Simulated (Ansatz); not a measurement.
# Tl12Au: the cost of one run

Program: Ansatz 0.2.0. Level of theory: DFT PBE+D3(BJ), plane waves, PAW, scalar-relativistic, no spin polarisation. These are calculated values, not measurements.

### 1 Starting point

The cell holds 13 atoms (AuTl12): a = 6.920 Å, b = 6.920 Å, c = 16.533 Å, α = 90.00°, β = 90.00°, γ = 60.00°.

Structure file:

```cif
data_structure
_symmetry_space_group_name_H-M 'P 1'
_symmetry_Int_Tables_number 1
_cell_length_a 6.9200
_cell_length_b 6.9200
_cell_length_c 16.5325
_cell_angle_alpha 90.000
_cell_angle_beta 90.000
_cell_angle_gamma 60.000
_cell_volume 685.62
loop_
_atom_site_label
_atom_site_type_symbol
_atom_site_fract_x
_atom_site_fract_y
_atom_site_fract_z
_atom_site_occupancy
Tl1 Tl 0.00000 0.00000 0.06049 1
Tl2 Tl 0.50000 0.00000 0.06049 1
Tl3 Tl 0.00000 0.50000 0.06049 1
Tl4 Tl 0.50000 0.50000 0.06049 1
Tl5 Tl 0.83333 0.33333 0.22781 1
Tl6 Tl 0.33333 0.33333 0.22781 1
Tl7 Tl 0.83333 0.83333 0.22781 1
Tl8 Tl 0.33333 0.83333 0.22781 1
Tl9 Tl 0.00000 0.00000 0.39513 1
Tl10 Tl 0.50000 0.00000 0.39513 1
Tl11 Tl 0.00000 0.50000 0.39513 1
Tl12 Tl 0.50000 0.50000 0.39513 1
Au1 Au 0.49499 0.50560 0.56873 1
```

### 2 End point A

input.yaml

```yaml
crystal:
  lattice:
    - [6.92, 0.0, 0.0]
    - [3.46, 5.992896, 0.0]
    - [0.0, 0.0, 16.53254]
  atoms:
    - { symbol: Tl, position: [0.0, 0.0, 0.0604868] }
    - { symbol: Tl, position: [0.5, 0.0, 0.0604868] }
    - { symbol: Tl, position: [0.0, 0.5, 0.0604868] }
    - { symbol: Tl, position: [0.5, 0.5, 0.0604868] }
    - { symbol: Tl, position: [-0.1666667, 0.3333333, 0.2278095] }
    - { symbol: Tl, position: [0.3333333, 0.3333333, 0.2278095] }
    - { symbol: Tl, position: [-0.1666667, 0.8333333, 0.2278095] }
    - { symbol: Tl, position: [0.3333333, 0.8333333, 0.2278095] }
    - { symbol: Tl, position: [0.0, 0.0, 0.3951323] }
    - { symbol: Tl, position: [0.5, 0.0, 0.3951323] }
    - { symbol: Tl, position: [0.0, 0.5, 0.3951323] }
    - { symbol: Tl, position: [0.5, 0.5, 0.3951323] }
    - { symbol: Au, position: [0.4949907, 0.5056025, 0.5687293] }
basis:
  ecutwfc: 420.0
kpoints:
  mp_grid: { grid: [4, 4, 1] }
hamiltonian:
  xc: pbe
  dispersion: d3bj
scf:
  occupations: { method: gaussian, width: 0.05 }
  lower_state_search: "off"
relax:
  f_tol: 0.03
  max_steps: 60
  adjacent_minimum: "off"
  constraints: [{ sites: [0, 1, 2, 3] }]
```

Command:

```
> ansatz run input.yaml --threads 4 --pin off --max-ram 10240MiB --backend cpu --events-out ev --progress --plain --runs-dir out
```

Q: Estimate wall time and peak memory on 4 threads of Intel Xeon Platinum 8488C (Sapphire Rapids), shared host.

About 3.5 min, with a peak of 1.9 GiB.
